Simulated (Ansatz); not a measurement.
Run this with Ansatz 0.2.0 through its Python package and show what comes out.

`vcrelax.py`
```python
"""Cell relaxation of Ge."""

import warnings

import ansatz
from ase.data import atomic_numbers
import numpy as np
import spglib

def edges_and_angles(cell):
    cell = np.asarray(cell)
    a, b, c = np.linalg.norm(cell, axis=1)
    cosines = cell[1] @ cell[2] / (b * c), cell[0] @ cell[2] / (a * c), cell[0] @ cell[1] / (a * b)
    return (a, b, c, *np.degrees(np.arccos(cosines)))


def main() -> None:
    warnings.simplefilter("ignore", ansatz.DeckWarning)

    ge = (
        ansatz.Lattice.of([1.488053, -2.59469, 0.0], [1.488053, 2.59469, 0.0], [0.0, 0.0, 4.727596])
        .atom("Ge", [0.666553, 0.333447, 0.25])
        .atom("Ge", [0.333447, 0.666553, 0.75])
    )

    # edges free, angles fixed
    model = (
        ge.calculation()
        .basis(470)  # plane waves up to this kinetic energy
        .functional("LDA")
        .pseudopotentials("paw")
        .occupations("fermi_dirac")
        .kpoints(12, 12, 7, center="gamma")  # sampling of the Brillouin zone
        .relax(force_tolerance=0.03, fix_cell=["angles"], stress_tolerance=0.05)
        .density_of_states(energy_step=0.1, method="tetrahedron", nscf_kmesh_spacing=0.16)  # states per eV and cell
        .band_table()  # levels at the mesh points
    )
    steps = []


    def collect(event):
        if event["event"] == "relax_step":
            steps.append(event["data"])


    out = model.session().plan().execute(on_event=collect)
    summary = out.report
    for s in steps:
        flag = "" if s["accepted"] else "  (rejected)"
        print("step %2d  E = %.5f eV  largest force component = %.4f eV/A%s" % (s["step"], s["lagrangian_ev"], s["allowed_force_max_ev_ang"], flag))

    first, last = steps[0], steps[-1]
    symbols = [site.symbol for site in out.lattice.sites]
    print(f"energy gained {first['lagrangian_ev'] - last['lagrangian_ev']:.4f} eV in {len(steps) - 1} steps")
    for label, vectors in (("before", first["cell_ang"]), ("after", out.lattice.cell_ang)):
        print(label, "a b c (A) {:.4f} {:.4f} {:.4f}  angles {:.2f} {:.2f} {:.2f}".format(*edges_and_angles(vectors)), f" V = {abs(np.linalg.det(vectors)):.3f} A^3")
    print("final stress xx yy zz (GPa, compression positive):", np.round(np.diag(summary["stress_gpa"]), 3) + 0.0)

    fractions = [site.position_frac for site in out.lattice.sites]
    numbers = [atomic_numbers[s] for s in symbols]
    for tolerance in (1e-3, 1e-2, 1e-1):
        print(f"space group at {tolerance} A:", spglib.get_spacegroup((out.lattice.cell_ang, fractions, numbers), symprec=tolerance))

    print("atom   start x y z (A)              end x y z (A)")
    for symbol, a, b in zip(symbols, first["positions_ang"], last["positions_ang"]):
        print(f"{symbol:3s}", " ".join(f"{v:8.4f}" for v in a), "  ", " ".join(f"{v:8.4f}" for v in b))

    print("%-22s %14.5f eV" % ("F = E - TS", summary["free_energy_ev"]))
    print("%-22s %14.5f eV" % ("E", summary["internal_energy_ev"]))
    print("%-22s %14.5f eV" % ("Harris-Foulkes", summary["harris_foulkes_ev"]))
    print("%-22s %14.5f eV" % ("Fermi level", summary["fermi_energy_ev"]))

    dos = out.density_of_states()
    energy = np.asarray(dos.energies_ev) - dos.fermi_ev
    top = min(levels[-1] for levels in summary["eigenvalues_ev"]) - dos.fermi_ev  # the computed bands end here
    for spin, channel in enumerate(dos.channels):
        g = np.asarray(channel.g_bin_mean_per_ev)
        peak = np.where(np.abs(energy) < 8, g, 0).argmax()
        print(f"channel {spin}: g(E_F) = {np.interp(0.0, energy, g):.3f} states/eV, highest peak within 8 eV {g[peak]:.2f} at {energy[peak]:.2f} eV")
    grid = np.arange(-6, min(6, top), 0.5)
    columns = [grid] + [np.interp(grid, energy, ch.g_bin_mean_per_ev) for ch in dos.channels]
    np.savetxt("dos_ge.dat", np.column_stack(columns), fmt="%.3f", header="E-EF (eV), states/eV by channel")


if __name__ == "__main__":
    main()
```

`python vcrelax.py` gives:
```text
step  1  E = -8430.83822 eV  largest force component = 0.0037 eV/A
step  2  E = -8430.84318 eV  largest force component = 0.0058 eV/A
step  3  E = -8430.84404 eV  largest force component = 0.0053 eV/A
step  4  E = -8430.84389 eV  largest force component = 0.0053 eV/A
energy gained 0.0057 eV in 3 steps
before a b c (A) 2.9911 2.9911 4.7276  angles 90.00 90.00 120.33  V = 36.507 A^3
after a b c (A) 2.9930 2.9930 4.6417  angles 90.00 90.00 120.33  V = 35.889 A^3
final stress xx yy zz (GPa, compression positive): [-0.035  0.096 -0.049]
space group at 0.001 A: Cmcm (63)
space group at 0.01 A: Cmcm (63)
space group at 0.1 A: P6_3/mmc (194)
atom   start x y z (A)              end x y z (A)
Ge    1.4881  -0.8643   1.1819      1.4890  -0.8617   1.1604
Ge    1.4881   0.8643   3.5457      1.4890   0.8617   3.4813
F = E - TS                -8430.84389 eV
E                         -8430.81677 eV
Harris-Foulkes            -8430.84389 eV
Fermi level                  11.57852 eV
channel 0: g(E_F) = 0.808 states/eV, highest peak within 8 eV 1.21 at 5.54 eV
```

`dos_ge.dat`, as written:
```text
# E-EF (eV), states/eV by channel
-6.000 0.542
-5.500 0.243
-5.000 0.217
-4.500 0.456
-4.000 0.716
-3.500 0.974
-3.000 0.951
-2.500 0.688
-2.000 0.774
-1.500 0.939
-1.000 0.854
-0.500 1.009
0.000 0.808
0.500 0.858
1.000 0.940
```

Total energies depend on the potentials; only differences at equal settings carry meaning. A total without «per atom» is that of the cell as typed. The zero of the levels is a convention of the potentials, so an absolute Fermi energy is no work function. Energies along a relaxation are free energies. Rows at an unchanged volume are solved on a plane-wave basis chosen afresh for that cell, so the energy jumps there and such rows are no steps of the walk. Within a few hundredths of an angstrom the cell has the higher group P6_3/mmc; the lower one is a small distortion. Edges and angles are those of the cell as typed, here a primitive one, not of the conventional cell. This isn't the structure that Ge takes at ambient conditions. The computed bands are complete only to about 1.0 eV above the Fermi level; beyond that the density of states is undercounted. Hardware and time: 32 s on 1 thread of Intel(R) Xeon(R) Processor @ 2.30GHz (shared host), peak memory 0.59 GiB.
